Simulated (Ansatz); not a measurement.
# CH₄AlNO: how energies converge with the basis set

The task here is to estimate one member of a computed series from the others.

Computed with Ansatz 0.2.0, Gaussian basis. Level: one geometry, several basis sets.

The runs, in order: PBE0-D4/def2-SVP; ωB97M-V/def2-SVP; PBE0-D4/def2-QZVPP; ωB97M-V/def2-QZVPP; the functionals' def2-TZVPP values are taken from earlier runs.

**Structure used throughout**

All runs share one geometry, relaxed beforehand with PBE0-D4 in a triple-zeta def2 set.

SMILES `N[C](=O)[AlH2]`, 8 atoms, charge 0, spin multiplicity 1.

Atoms are counted from 1 here; the program's logs count them from 0.

Bond lengths: N1–C2 1.358 Å, N1–H5 1.004 Å, N1–H6 1.010 Å, C2–O3 1.222 Å, C2–Al4 2.013 Å, Al4–H7 1.578 Å, Al4–H8 1.593 Å. Angles: C2–N1–H5 121.5°, C2–N1–H6 119.5°, H5–N1–H6 119.0°, N1–C2–O3 121.6°, N1–C2–Al4 120.9°, O3–C2–Al4 117.5°, C2–Al4–H7 117.8°, C2–Al4–H8 120.0°, H7–Al4–H8 122.2°.

As a file:

```mol
CH4AlNO
  3D, bonds by distance, orders not assigned

  8  7  0  0  0  0  0  0  0  0999 V2000
    0.4850    0.7836    1.1203 N   0  0
   -0.3612    0.5564    0.0823 C   0  0
   -1.2648    1.3334   -0.1881 O   0  0
   -0.1666   -1.0826   -1.0702 Al  0  0
    1.2281    0.1457    1.3413 H   0  0
    0.3685    1.6133    1.6846 H   0  0
   -1.1949   -1.2778   -2.2505 H   0  0
    0.9980   -2.1290   -0.7757 H   0  0
  1  2  8  0
  2  3  8  0
  2  4  8  0
  1  5  8  0
  1  6  8  0
  4  7  8  0
  4  8  8  0
M  END
```

The first run:

in.yaml

```yaml
crystal:
  periodic: [false, false, false]
  atoms:
    - {symbol: N, position_ang: [0.484960, 0.783575, 1.120309]}
    - {symbol: C, position_ang: [-0.361152, 0.556386, 0.082328]}
    - {symbol: O, position_ang: [-1.264822, 1.333375, -0.188051]}
    - {symbol: Al, position_ang: [-0.166601, -1.082571, -1.070167]}
    - {symbol: H, position_ang: [1.228070, 0.145707, 1.341266]}
    - {symbol: H, position_ang: [0.368534, 1.613262, 1.684629]}
    - {symbol: H, position_ang: [-1.194898, -1.277775, -2.250548]}
    - {symbol: H, position_ang: [0.998010, -2.128960, -0.775667]}
basis:
  gaussian: {orbitals: def2-SVP}
hamiltonian: {xc: pbe0, dispersion: d4}
output: {orbitals: {seedname: orbitals}}
```

The run is started by

```console
> ansatz run in.yaml --threads 2 --pin off --events-out ev --progress --plain --max-ram 4352MiB
```

Among the steps run: PBE0-D4 in def2-SVP; ωB97M-V in def2-SVP; PBE0-D4 in def2-QZVPP; ωB97M-V in def2-QZVPP.

One table of the session follows, with a row left open; its other results are not shown here.

It belongs to the step «Functionals by basis». 

| functional | basis | HOMO (eV) | LUMO (eV) |
| --- | --- | --- | --- |
| PBE0-D4 | def2-SVP | -6.40 | -1.94 |
| PBE0-D4 | def2-TZVPP | -6.62 | -2.03 |
| PBE0-D4 | def2-QZVPP | -6.67 | -2.07 |
| ωB97M-V | def2-SVP | -8.67 | -0.21 |
| ωB97M-V | def2-TZVPP | -8.93 | -0.36 |
| ωB97M-V | def2-QZVPP | ? | ? |

Q: Estimate the row for ωB97M-V, def2-QZVPP from the others.

As computed: HOMO (eV): -8.98; LUMO (eV): -0.47. In the column «HOMO (eV)» it is the lowest.
